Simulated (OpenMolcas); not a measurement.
**C8H18S2 (butyl disulfide) at HF/6-31G(d) (RICD fitting, spherical functions)**

What is the vertical singlet–triplet gap of C8H18S2 (butyl disulfide) at HF/6-31G* (RICD fitting, spherical functions)? 

Program for the calculation: OpenMolcas 26.06.

### 1 Starting point

C8H18S2 has 28 atoms, charge 0, and is taken as a singlet. SMILES: `CCCCSSCCCC`. Geometry: relaxed at GFN2-xTB. This is a higher conformer, about 9 kJ/mol above the lowest found by a separate search.

Some bond lengths: C1–C2 1.523 Å, C2–C3 1.527 Å, C3–C4 1.519 Å, C4–S5 1.845 Å, S5–S6 2.026 Å, S6–C7 1.835 Å, C7–C8 1.518 Å, C8–C9 1.530 Å, C9–C10 1.524 Å, C1–H11 1.088 Å, C1–H12 1.087 Å, C1–H13 1.088 Å, C2–H14 1.093 Å, C2–H15 1.092 Å, C3–H16 1.092 Å, C3–H17 1.093 Å. Some angles: C1–C2–C3 111.6°, C2–C3–C4 112.7°, C3–C4–S5 110.4°, C4–S5–S6 102.6°, S5–S6–C7 102.9°, S6–C7–C8 112.7°, C7–C8–C9 112.5°, C8–C9–C10 113.0°, C1–C2–H14 109.4°, C1–C2–H15 109.4°.

### 2 Energy and forces at HF/6-31G(d) (RICD fitting, spherical functions)

Contents of job.input:

```
>>> EXPORT MOLCAS_PRINT=2

&GATEWAY
 BasLib=$CurrDir
 Coord
 28
 angstrom
 C       -2.470060       0.110660      -2.795410
 C       -1.786690      -0.102990      -1.451120
 C       -2.790520      -0.479620      -0.363960
 C       -2.136430      -0.680540       0.992330
 S       -1.508210       0.925670       1.648200
 S       -0.174210       0.336540       3.054530
 C        1.437680       0.531980       2.198680
 C        1.616750      -0.448410       1.054000
 C        3.008300      -0.363980       0.423660
 C        3.242640       0.941040      -0.327900
 H       -2.982870      -0.795400      -3.111640
 H       -1.741180       0.376500      -3.557120
 H       -3.202040       0.912020      -2.726150
 H       -1.041110      -0.897000      -1.545320
 H       -1.271440       0.813840      -1.156810
 H       -3.547340       0.303770      -0.282460
 H       -3.296900      -1.407870      -0.641550
 H       -1.290100      -1.362880       0.929550
 H       -2.853140      -1.057550       1.721800
 H        2.173790       0.364030       2.984210
 H        1.493120       1.565730       1.864010
 H        1.456220      -1.461880       1.431720
 H        0.866370      -0.246030       0.285720
 H        3.765490      -0.479880       1.202420
 H        3.119790      -1.198620      -0.272460
 H        2.469300       1.092220      -1.078270
 H        4.206740       0.917770      -0.830370
 H        3.236040       1.790900       0.349740
 Basis=6-31Gs
 Group=NoSym
 RICD

&SEWARD

&SCF
 PrOrbitals=0

&ALASKA
```

The basis set 6-31G* is read from a file made from the Basis Set Exchange's data (not shown).

Run with:

```bash
$ export MOLCAS_MEM=1860
$ pymolcas job.input > job.log
```

Output:

```text
--- Start Module: gateway ---
[...]
--- Stop Module: gateway /rc=_RC_ALL_IS_WELL_ ---
[...]
      Basis functions          184
[...]
--- Start Module: scf ---
[...]
       Convergence after  12 Iterations
[...]
::    Total SCF energy                              -1108.4441496507
[...]
      Total spin, S                                     0.0000000000
[...]
      Total electronic charge=   98.000000
      Total            charge=   -0.000000
[...]
      Dipole Moment (debye):
      Origin of the operator (angstrom)=   -0.2850    0.1891    0.8010
                   X=  1.0731E+00               Y= -1.4280E+00               Z= -1.9097E+00           Total=  2.6149E+00
      Quadrupole Moment (debye*angstrom):
[...]
--- Stop Module: scf /rc=_RC_ALL_IS_WELL_ ---
[...]
--- Start Module: alaska ---
[...]
 *              Molecular gradients               *
 **************************************************
  Irreducible representation: a
 ------------------------------------------------------------------------------------------
                              X                       Y                       Z
 ------------------------------------------------------------------------------------------
  C1               -1.55532743663178E-03    1.91118878756447E-04    1.35992450464606E-03
  C2                2.02090561147283E-04   -1.97453611722875E-03    1.35338079805702E-03
  C3               -2.93034417584437E-05   -1.25245429908372E-03    1.29549309899168E-03
  C4               -2.53468173282467E-03   -1.29537178713335E-04   -9.88653564661623E-03
  S5                9.76421878336886E-03    5.41741658217632E-04    5.55460295858012E-03
  S6               -9.68919158674142E-03   -6.62917084547132E-04   -1.05346508665924E-02
  C7                1.00273977149001E-02   -2.50167826933811E-03   -3.68712868999443E-03
  C8               -2.63042540670178E-03    5.27724044112254E-03    2.26526554810413E-03
[...]
--- Stop Module: alaska /rc=_RC_ALL_IS_WELL_ ---
[...]
```

Wall time 27 s (1 thread of Intel Xeon 6975P-C (Granite Rapids), shared host); peak memory 0.47 GiB.

### 3 The triplet at the same level

job.input, as its differences from that of step 2:

```diff
@@ -42,2 +42,4 @@
 &SCF
+ UHF
+ Spin=3
  PrOrbitals=0
```

The basis set 6-31G* is read from a file made from the Basis Set Exchange's data (not shown).

Run with:

```bash
$ export MOLCAS_MEM=1860
$ pymolcas job.input > job.log
```

Output:

```text
--- Start Module: gateway ---
[...]
--- Stop Module: gateway /rc=_RC_ALL_IS_WELL_ ---
[...]
      Basis functions          184
[...]
--- Start Module: scf ---
[...]
       Convergence after  64 Iterations
[...]
::    Total SCF energy                              -1108.2827924840
[...]
      Total spin, S                                     1.0089273378
[...]
      Total electronic charge=   98.000000
      Total            charge=   -0.000000
[...]
      Dipole Moment (debye):
      Origin of the operator (angstrom)=   -0.2850    0.1891    0.8010
                   X=  2.8076E+00               Y= -1.7409E+00               Z= -6.0638E-01           Total=  3.3588E+00
      Quadrupole Moment (debye*angstrom):
[...]
--- Stop Module: scf /rc=_RC_ALL_IS_WELL_ ---
[...]
--- Start Module: alaska ---
[...]
 *              Molecular gradients               *
 **************************************************
  Irreducible representation: a
 ------------------------------------------------------------------------------------------
                              X                       Y                       Z
 ------------------------------------------------------------------------------------------
  C1               -1.48788905928887E-03    6.26551308003598E-04    1.25317826950067E-03
  C2                2.12106089577446E-04   -2.60711018030113E-03    7.92257516893713E-04
  C3                2.74042281180442E-04   -1.26971153362732E-03    2.47957251784348E-03
  C4                1.39482065752539E-04   -3.04763027163268E-03   -1.70971032690619E-02
  S5                1.10034654735722E-01   -5.88190168774290E-02    1.17511553222801E-01
  S6               -1.10923624125732E-01    5.72574880299954E-02   -1.08563194087182E-01
  C7               -8.20110192764290E-04   -6.75764544105784E-03   -2.08247618148745E-02
  C8                6.09736425991514E-03    7.46510314203430E-03    5.54141933573460E-03
[...]
--- Stop Module: alaska /rc=_RC_ALL_IS_WELL_ ---
[...]
```

It took 2.4 min on 1 thread of Intel Xeon 6975P-C (Granite Rapids), shared host; peak memory 0.47 GiB.

### 4 Summary of results

At HF/6-31G* (RICD fitting, spherical functions):

```
                                        quantity           value
                           singlet: total energy  -1108.44415 Eh
                          singlet: dipole moment          2.61 D
                            singlet: HOMO energy        -9.11 eV
                            singlet: LUMO energy         3.88 eV
                          singlet: HOMO–LUMO gap        12.99 eV
               singlet: largest force on an atom      0.737 eV/Å
                           triplet: total energy  -1108.28279 Eh
                          triplet: dipole moment          3.36 D
     triplet: HOMO energy (highest over α and β)        -4.59 eV
      triplet: LUMO energy (lowest over α and β)        -0.01 eV
                                   triplet: ⟨S²⟩           2.027
               triplet: largest force on an atom      8.813 eV/Å
vertical energy of the triplet above the singlet        4.391 eV
```

At this shape the triplet lies 4.39 eV (101 kcal/mol) above the singlet. The largest force (singlet) is 0.74 eV/Å: the shape isn't a stationary point for this species at this level.
